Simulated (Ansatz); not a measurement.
**As (sc type): a single-point run**

The task is a single-point run on As (sc type).

Computed with Ansatz 0.2.0 (DFT, PBEsol, PAW with Ansatz's default frozen-core files, scalar-relativistic, unless a step's input says otherwise).

1 further run of the same task is left out (set aside as unsound or not needed). Runs told in other sessions of the task aren't counted.

### Step 1. Starting point

Symmetry: Pm-3m, No. 221, cubic system. The conventional cell has a = 2.269 Å, b = 2.269 Å, c = 2.269 Å, α = 90.00°, β = 90.00°, γ = 90.00°. As (site symmetry m-3m) has 6 As at 2.27 Å in its first shell of neighbours.

The input asks for a charge of +6 e on the cell.

Structure file:

```xyz
1
Lattice="2.2693 0.0000 0.0000 0.0000 2.2693 0.0000 0.0000 0.0000 2.2693" Properties=species:S:1:pos:R:3 pbc="T T T"
As    0.0000    0.0000    0.0000
```

### Step 2. Running it

The input, input.yaml:

```yaml
crystal:
  lattice:
    - [2.2692531877, 0.0, 0.0]
    - [0.0, 2.2692531877, 0.0]
    - [0.0, 0.0, 2.2692531877]
  atoms:
    - { symbol: As, position: [0.0, 0.0, 0.0] }
kpoints:
  mp_grid: { grid: [14, 14, 14] }
scf:
  occupations: { method: fermi_dirac, width: 0.05 }
  max_iter: 100
hamiltonian:
  xc: pbesol
  pseudopotentials: { kind: paw }
output:
  forces: true
  stress: true
  eigenvalues: true
  populations: true
total_charge: 6
```

On the command line:

```sh
> ansatz run input.yaml --threads 1 --pin off --max-ram 2048MiB --backend cpu --events-out ev --progress --plain --runs-dir out
```

What happens when this is run?

The program finished normally. It gives a pressure of 504 GPa, which is large; a structure far from rest gives such values too, whatever the setting.

Look at the input: total_charge is 6. The typed charge changes the electron count, so this is no longer the system that was meant.

To check: delete total_charge (the default then holds).
